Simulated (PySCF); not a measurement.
# CaK2 (K ... Ca ... K): the cost of one run

Computed with PySCF 2.14.0 and routines of our own; the level stands in each step. Atoms count from 0.

## 1. The system as given

3 atoms, charge 0, high-spin multiplicity 3; geometry from: GFN2-xTB fragments, placed rigidly.

The system (radical pair across a spacer): K···Ca···K. The radical centres are 9.63 Å apart; the spin sites are atom 0 (1 unpaired) and atom 1 (1 unpaired).

## 2. Magnetic exchange: CASSCF and SC-NEVPT2/def2-TZVP (2,2)

Job settings and geometry (Å):

```
{"job": {"kind": "cas", "basis": "def2-TZVP", "active": "magnetic", "zfs": true}, "charge": 0, "high_spin_multiplicity": 3, "spin_sites": [[[0], 1], [[1], 1]]}
K      0.000000     0.000000    -4.813300
K      0.000000     0.000000     4.813300
Ca     0.000000     0.000000     0.000000
```

Method: CASSCF and SC-NEVPT2/def2-TZVP spin states, gas phase.

Command:

```console
$ OMP_NUM_THREADS=1 python exch_run.py task.json out
```

This one command runs all jobs of the session in turn.

Q: Estimate the wall time of this first job on 1 thread of Arm Neoverse V2, shared host.

About 3.1 s.
